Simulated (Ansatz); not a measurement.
# Se2Cl2: how energies converge with the basis set

An exercise on one series of results from a longer session: the logs are not shown, and one member is left open.

The runs use Ansatz 0.2.0, Gaussian basis; one geometry, several basis sets.

The runs, in order: PBE0-D4/def2-SVP; ωB97M-V/def2-SVP; PBE0-D4/def2-QZVPP; ωB97M-V/def2-QZVPP; the functionals' def2-TZVPP values are taken from earlier runs.

## The geometry

An earlier PBE0-D4 in a triple-zeta def2 set relaxation fixed the geometry.

SMILES `Cl[Se][Se]Cl`, 4 atoms, charge 0, spin multiplicity 1.

Atoms are counted from 1 here; the program's logs count them from 0.

Bond lengths: Cl1–Se2 2.186 Å, Se2–Se3 2.232 Å, Se3–Cl4 2.186 Å. Angles: Cl1–Se2–Se3 106.0°, Se2–Se3–Cl4 106.0°.

The first run:

Input file in.yaml:

```yaml
crystal:
  periodic: [false, false, false]
  atoms:
    - {symbol: Cl, position_ang: [0.393259, 0.140340, 2.334853]}
    - {symbol: Se, position_ang: [-1.102778, -0.148010, 0.767158]}
    - {symbol: Se, position_ang: [-0.249327, 0.780426, -1.074856]}
    - {symbol: Cl, position_ang: [0.958846, -0.772766, -2.027155]}
basis:
  gaussian: {orbitals: def2-SVP}
hamiltonian: {xc: pbe0, dispersion: d4}
output: {orbitals: {seedname: orbitals}}
```

Command:

```sh
$ ansatz run in.yaml --threads 2 --pin off --events-out ev --progress --plain --max-ram 22528MiB --backend cpu
```

Steps of the session up to this table: PBE0-D4 in def2-SVP; ωB97M-V in def2-SVP; PBE0-D4 in def2-QZVPP; ωB97M-V in def2-QZVPP.

One table of the session follows, with a row left open; its other results are not shown here.

It belongs to the step «Density functionals: the series». 

```
functional       basis  HOMO (eV)  LUMO (eV)
   PBE0-D4    def2-SVP          ?          ?
   PBE0-D4  def2-TZVPP      -7.58      -2.70
   PBE0-D4  def2-QZVPP      -7.62      -2.75
   ωB97M-V    def2-SVP      -9.55      -0.44
   ωB97M-V  def2-TZVPP      -9.67      -0.65
   ωB97M-V  def2-QZVPP      -9.72      -0.75
```

Q: Estimate the row for PBE0-D4, def2-SVP from the others.

As computed: HOMO (eV): -7.50; LUMO (eV): -2.60. In the column «HOMO (eV)» it is the highest.
